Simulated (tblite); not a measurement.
# C2H9Ge2N3O: the cost of one run

The runs use tblite 0.8.0 and PySCF 2.14.0, with density-fitted response routines of our own; the level of theory stands in each step. All values are computed, except where a source is named. Atoms are numbered from 0 throughout.

## 1. Starting geometry

17 atoms, charge 0, multiplicity 1; geometry from: force field or distance geometry start.

Bonds of the start (Å): C0–O1 1.41, O1–Ge2 1.81, Ge2–C3 1.91, C3–N4 1.15, Ge2–N5 1.86, N5–Ge6 1.87, Ge6–N7 1.86, C0–H8 1.11, C0–H9 1.13, C0–H10 1.11, Ge2–H11 1.55, N5–H12 1.03, Ge6–H13 1.55, Ge6–H14 1.55, N7–H15 1.04, N7–H16 1.04.

## 2. Relaxing the molecule with GFN2-xTB

The job: settings as JSON, then the geometry in Å.

```
{"job": {"kind": "relax", "xc": "GFN2-xTB", "basis": "xTB"}, "charge": 0, "multiplicity": 1}
C     -1.181100    -1.840600    -0.322100
O     -1.043900    -0.557400    -0.895800
Ge    -1.161800     0.644800     0.445900
C     -2.702000     1.731400     0.140000
N     -3.637500     2.379400    -0.023800
N      0.341500     1.732800     0.449200
Ge     1.800800     0.652400     0.887700
N      2.154100    -0.531300    -0.501100
H     -0.376500    -2.052500     0.415000
H     -2.195700    -1.953500     0.153600
H     -1.114200    -2.594700    -1.131500
H     -1.314700    -0.046900     1.826500
H      0.489800     2.059000    -0.519700
H      3.051300     1.538200     1.123900
H      1.486700    -0.139200     2.186300
H      3.011100    -1.058000    -0.234300
H      2.385100     0.048200    -1.337200
```

The run is started by

```bash
$ OMP_NUM_THREADS=1 python probes_run.py task.json out
```

This one command runs all jobs of the session in turn.

**Question.** How long does this first job take on 1 thread of Intel Xeon at 2.50GHz, shared host, and how much memory does it need?

About 3.4 s, with a peak of 0.18 GiB.
